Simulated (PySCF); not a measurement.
# CuOOH: relaxation and vibrations of the triplet

Where does triplet CuOOH go from a linear start, is the end point a minimum, and what are its modes, charges and moments?

Computed with PySCF 2.14.0. Level: PBE0, basis Cu def2-TZVP, O def2-TZVP, H def2-TZVP, no relativity, density fitting.

### Step 1. Starting geometry

4 atoms, charge 0, spin multiplicity 3.

Bond lengths: Cu1–O2 1.720 Å, Cu1–O3 1.750 Å, O3–H4 0.960 Å. Angles: O2–Cu1–O3 180.0°, Cu1–O3–H4 130.0°.

```xyz
4
charge 0 multiplicity 3
Cu    0.0000    0.0000    0.0000
O     0.0000    0.0000    1.7200
O     0.0000    0.0000   -1.7500
H     0.7354    0.0000   -2.3671
```

### Step 2. Finding the electronic state

The steps below are one call of a driver around PySCF. For each, scf.py gives the equivalent set-up of the SCF; relaxations use the driver's own optimiser. After this first run the driver tries any further starts and a stability analysis.

Contents of scf.py:

```python
from pyscf import gto, scf, dft
mol = gto.M(atom='''
Cu     0.000000     0.000000     0.000000
O      0.000000     0.000000     1.720000
O      0.000000     0.000000    -1.750000
H      0.735400     0.000000    -2.367100''',
    basis={'Cu': 'def2-TZVP', 'O': 'def2-TZVP', 'H': 'def2-TZVP'},
    charge=0, spin=2)
mf = dft.UKS(mol, xc='PBE0')
mf.grids.atom_grid = (50, 194)
aux = {'Cu': 'def2-universal-JKFIT', 'O': 'def2-universal-JKFIT', 'H': 'def2-universal-JKFIT'}
mf = mf.density_fit(auxbasis=aux)
mf.conv_tol = 1e-08
mf.diis_space = 10
mf.max_cycle = 60
mf.init_guess = 'minao'
mf.verbose = 4
mf.kernel()
```

On the command line:

```sh
> OMP_NUM_THREADS=4 python axn.py task.json out
```

Standard output:

```text
init E= -1790.71989009423
[... the frontier-level lines of each cycle are left out ...]
cycle= 1 E= -1787.35470810648  delta_E= 3.37  |g|=  4.1  |ddm|= 1.55
cycle= 2 E= -1772.64002486363  delta_E= 14.7  |g|= 8.13  |ddm|=  7.5
cycle= 3 E= -1788.83532067155  delta_E= -16.2  |g|= 2.73  |ddm|= 6.89
cycle= 4 E= -1781.8964319409  delta_E= 6.94  |g|= 3.06  |ddm|= 4.17
cycle= 5 E= -1790.57792046502  delta_E= -8.68  |g|= 0.948  |ddm|= 4.08
cycle= 6 E= -1790.8807010864  delta_E= -0.303  |g|= 0.909  |ddm|= 0.934
cycle= 7 E= -1791.04327085208  delta_E= -0.163  |g|= 0.459  |ddm|= 0.46
cycle= 8 E= -1791.06790702521  delta_E= -0.0246  |g|= 0.411  |ddm|= 0.131
cycle= 9 E= -1791.08669774447  delta_E= -0.0188  |g|= 0.351  |ddm|= 0.0413
cycle= 10 E= -1791.14529190335  delta_E= -0.0586  |g|= 0.12  |ddm|= 0.261
cycle= 11 E= -1791.1460865162  delta_E= -0.000795  |g|= 0.103  |ddm|= 0.035
cycle= 12 E= -1791.14844944882  delta_E= -0.00236  |g|= 0.0398  |ddm|= 0.0411
cycle= 13 E= -1791.14924599662  delta_E= -0.000797  |g|= 0.00951  |ddm|= 0.0369
cycle= 14 E= -1791.14955870591  delta_E= -0.000313  |g|= 0.00823  |ddm|= 0.0273
cycle= 15 E= -1791.15033010673  delta_E= -0.000771  |g|= 0.0102  |ddm|= 0.107
cycle= 16 E= -1791.1503807124  delta_E= -5.06e-05  |g|= 0.0015  |ddm|= 0.0117
cycle= 17 E= -1791.15038770836  delta_E= -7e-06  |g|= 0.00203  |ddm|= 0.0142
cycle= 18 E= -1791.15038936833  delta_E= -1.66e-06  |g|= 0.000259  |ddm|= 0.00488
cycle= 19 E= -1791.1503895154  delta_E= -1.47e-07  |g|= 0.0002  |ddm|= 0.0023
cycle= 20 E= -1791.15038957004  delta_E= -5.46e-08  |g|= 5.98e-05  |ddm|= 0.00101
cycle= 21 E= -1791.15038957648  delta_E= -6.44e-09  |g|= 1.85e-05  |ddm|= 0.000238
Extra cycle  E= -1791.1503895777  delta_E= -1.22e-09  |g|= 1.67e-05  |ddm|= 4.99e-05
converged SCF energy = -1791.1503895777  <S^2> = 2.0193723  2S+1 = 3.0128872
```

This step, with its further starts and checks, took 15 s on 4 threads of Arm Neoverse V1, shared host.

Energies from each starting density:

```csv
start,energy (Eh)
the minimal-basis guess,-1791.150390
a thermally smeared density,-1791.150390
a smeared PBE density,-1791.150390
```

The test of internal stability and the other starts found no lower solution of this spin.

### Step 3. Relaxing the triplet from the linear start

The program finds Cs symmetry in the start, which this walk keeps. The walk stops when the largest gradient is under 0.0003 Eh/bohr and the energy has settled too.

Edit scf.py of step 2 so:

```diff
@@ -3,4 +3,4 @@
-Cu     0.000000     0.000000     0.000000
-O      0.000000     0.000000     1.720000
-O      0.000000     0.000000    -1.750000
-H      0.735400     0.000000    -2.367100''',
+Cu    -0.007726     0.000000     0.029871
+O     -0.007726     0.000000     1.749871
+O     -0.007726     0.000000    -1.720129
+H      0.727674     0.000000    -2.337229''',
@@ -16 +15,0 @@
-mf.init_guess = 'minao'
```

Energy and gradient, step by step:

```csv
step,energy (Eh),change (kJ/mol),largest symmetric gradient (Eh/bohr)
0,-1791.150390,0.00,0.00694
1,-1791.150925,-1.40,0.00384
2,-1791.151276,-2.33,0.00526
3,-1791.151411,-2.68,0.00439
4,-1791.151498,-2.91,0.00129
5,-1791.151507,-2.93,0.00053
6,-1791.151511,-2.94,0.00036
7,-1791.151513,-2.95,0.00026
```

The walk took 15 s.

Geometry (Å) and forces (eV/Å) at some steps:

```
step 0
Cu  -0.008   0.000   0.030   0.216   0.000  -0.123
O   -0.008   0.000   1.750  -0.042   0.000  -0.357
O   -0.008   0.000  -1.720  -0.199   0.000   0.184
H    0.728   0.000  -2.337   0.025   0.000   0.297
step 1
Cu  -0.001   0.000   0.022   0.149   0.000  -0.036
O   -0.006   0.000   1.730  -0.023   0.000  -0.118
O   -0.018   0.000  -1.715  -0.185   0.000  -0.043
H    0.730   0.000  -2.314   0.059   0.000   0.198
step 4
Cu   0.008   0.000  -0.002  -0.039   0.000  -0.007
O    0.010   0.000   1.702   0.020   0.000   0.045
O   -0.066   0.000  -1.738   0.064   0.000  -0.067
H    0.753   0.000  -2.240  -0.044   0.000   0.029
step 7
Cu  -0.002   0.000  -0.003  -0.003   0.000   0.005
O    0.016   0.000   1.703   0.000   0.000  -0.014
O   -0.066   0.000  -1.742   0.002   0.000   0.006
H    0.757   0.000  -2.236   0.001   0.000   0.003
```

End point (Cs, 7 steps, 2.9 kJ/mol gained): Cu–O 1.706 Å, Cu–O 1.740 Å, O–H 0.960 Å; Cu–O–H 118.9°, O–Cu–O 178.5°.

### Step 4. Is it a minimum? Harmonic modes

The point is checked on the finer grid, and tightened if its gradient asks for it. The Hessian and the dipole derivatives come from central differences of analytic gradients, with steps of 0.02 bohr.

Edit scf.py of step 3 so:

```diff
@@ -3,4 +3,4 @@
-Cu    -0.007726     0.000000     0.029871
-O     -0.007726     0.000000     1.749871
-O     -0.007726     0.000000    -1.720129
-H      0.727674     0.000000    -2.337229''',
+Cu    -0.000911     0.000000     0.028597
+O      0.018636     0.000000     1.734174
+O     -0.064735     0.000000    -1.709650
+H      0.758842     0.000000    -2.203121''',
@@ -10 +10 @@
-mf.grids.atom_grid = (50, 194)
+mf.grids.atom_grid = (75, 302)
@@ -13 +13 @@
-mf.conv_tol = 1e-08
+mf.conv_tol = 1e-10
```

The driver hands on the density of the step before, so the log starts near convergence.

Log of the central SCF (cycles and frontier levels):

```text
init E= -1791.15142203091
[... the frontier-level lines of each cycle are left out ...]
cycle= 1 E= -1791.15142203089  delta_E= 1.41e-11  |g|= 4.7e-06  |ddm|= 3.92e-06
Extra cycle  E= -1791.15142203085  delta_E= 3.93e-11  |g|= 1.59e-05  |ddm|= 7.4e-06
converged SCF energy = -1791.15142203085  <S^2> = 2.0189262  2S+1 = 3.0125911
```

The whole step took 70 s.

Geometry: Cs; Cu–O 1.706 Å, Cu–O 1.739 Å, O–H 0.960 Å; Cu–O–H 118.8°, O–Cu–O 178.6°.

Harmonic modes (main isotopes):

```json
{"symmetry": "a''", "ω (cm⁻¹)": "124", "IR (km/mol)": "17.5"}
{"symmetry": "a'", "ω (cm⁻¹)": "178", "IR (km/mol)": "13.8"}
{"symmetry": "a'", "ω (cm⁻¹)": "596", "IR (km/mol)": "28.8"}
{"symmetry": "a'", "ω (cm⁻¹)": "656", "IR (km/mol)": "99.2"}
{"symmetry": "a'", "ω (cm⁻¹)": "762", "IR (km/mol)": "67.4"}
{"symmetry": "a'", "ω (cm⁻¹)": "3893", "IR (km/mol)": "161"}
```

Every mode is real; the point is a minimum.

Constants and moments:

```
Dipole moment                                                   : 1.47 D
Highest occupied level                                          : -8.28 eV
Lowest empty level                                              : -4.65 eV
Rotational constants                                            : 25.96, 0.1689, 0.1678 cm⁻¹
Zero-point energy                                               : 37.1 kJ/mol
Principal polarisabilities                                      : 19.3, 20.4, 78.3 bohr³
Atomisation energy without zero-point energy                    : 969 kJ/mol
Principal traceless quadrupole moments about the centre of mass : -8.28, 1.42, 6.86 D Å
Entropy at 298.15 K and 1 bar (electronic part: spin only)      : 286.9 J/(mol K)
Heat capacity Cp at 298.15 K                                    : 60.3 J/(mol K)
Enthalpy at 298.15 K above 0 K                                  : 14.30 kJ/mol
Rotational symmetry number                                      : 1
Spin squared ⟨S²⟩                                               : 2.019
```

Charges (e) and bond orders:

```csv
atom,Mulliken,Löwdin,polar tensor,spin (Mulliken),Mayer order to Cu1
Cu1,0.57,0.34,0.78,0.45,–
O2,-0.28,-0.16,-0.34,1.32,1.21
O3,-0.62,-0.35,-0.75,0.24,1.01
H4,0.33,0.16,0.31,0.00,0.01
```

Mulliken populations on Cu1: s 6.69, p 12.32, d 9.42, f 0.00.

### Step 5. What came out

| quantity | value |
| --- | --- |
| minimum | triplet, Cs |
| geometry | Cu–O 1.706 Å, Cu–O 1.739 Å, O–H 0.960 Å; Cu–O–H 118.8°, O–Cu–O 178.6° |
| wavenumbers (cm⁻¹) | 124 (a''), 178 (a'), 596 (a'), 656 (a'), 762 (a'), 3893 (a') |
| dipole moment | 1.47 D |
| highest occupied, lowest empty level (either spin) | -8.28, -4.65 eV |
| polar-tensor charge of Cu1 | +0.78 e |
| zero-point energy | 37.1 kJ/mol |
| entropy at 298.15 K | 286.9 J/(mol K) |
| atomisation energy (no zero-point energy) | 969 kJ/mol |
| ⟨S²⟩ | 2.019 |

**Reading.** The molecule stays Cs, as typed, and the end point is a minimum. The strongest infrared band lies at 3893 cm⁻¹ (a'). Only this shape and spin were tried, so other structures or states may lie lower. One determinant may miss the lowest occupation of an open d or f shell.

The search up to here took 1.7 min.
